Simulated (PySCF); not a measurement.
# C3H8O2Si: the cost of one run

The runs use PySCF 2.14.0, with density-fitted response routines of our own; the level of theory stands in each step. All values are computed, except where a source is named. Atoms are numbered from 0 throughout.

## (1) The molecule as given

14 atoms, charge 0, multiplicity 1; geometry from: PBE0-D3(BJ)/def2-SVP.

Bonds of the start (Å): C0–C1 1.33, C1–O2 1.36, O2–C3 1.40, C3–O4 1.38, O4–Si5 1.68, C0–H6 1.09, C0–H7 1.09, C1–H8 1.10, C3–H9 1.10, C3–H10 1.11, Si5–H11 1.49, Si5–H12 1.50, Si5–H13 1.49.

## (2) X-ray photoelectron lines: SCAN, X2C

The job: settings as JSON, then the geometry in Å.

```
{"job": {"kind": "xps"}, "charge": 0, "multiplicity": 1}
C     -2.356517    -0.703504     0.172997
C     -1.547879     0.291115    -0.185361
O     -0.626489     0.821605     0.657931
C      0.295216     1.704187     0.087618
O      1.241672     1.055091    -0.685622
Si     2.137362    -0.248279    -0.112616
H     -3.102201    -1.075948    -0.529153
H     -2.291217    -1.151119     1.166770
H     -1.585211     0.749676    -1.182172
H      0.757874     2.228742     0.941652
H     -0.219518     2.436348    -0.560596
H      1.336707    -1.505522    -0.095465
H      2.631820     0.050397     1.266845
H      3.277796    -0.388617    -1.056754
```

Method: delta-SCF UKS SCAN, pcX-2 on the ionised atom, pcseg-1 elsewhere, spin-free X2C.

Started as:

```console
$ OMP_NUM_THREADS=1 python probes_run.py task.json out
```

One launch serves the whole session: the jobs run in the order shown.

Q: Estimate the wall time and peak memory of this first job on 1 thread of Arm Neoverse V1, shared host.

About 53 s, with a peak of 0.61 GiB.
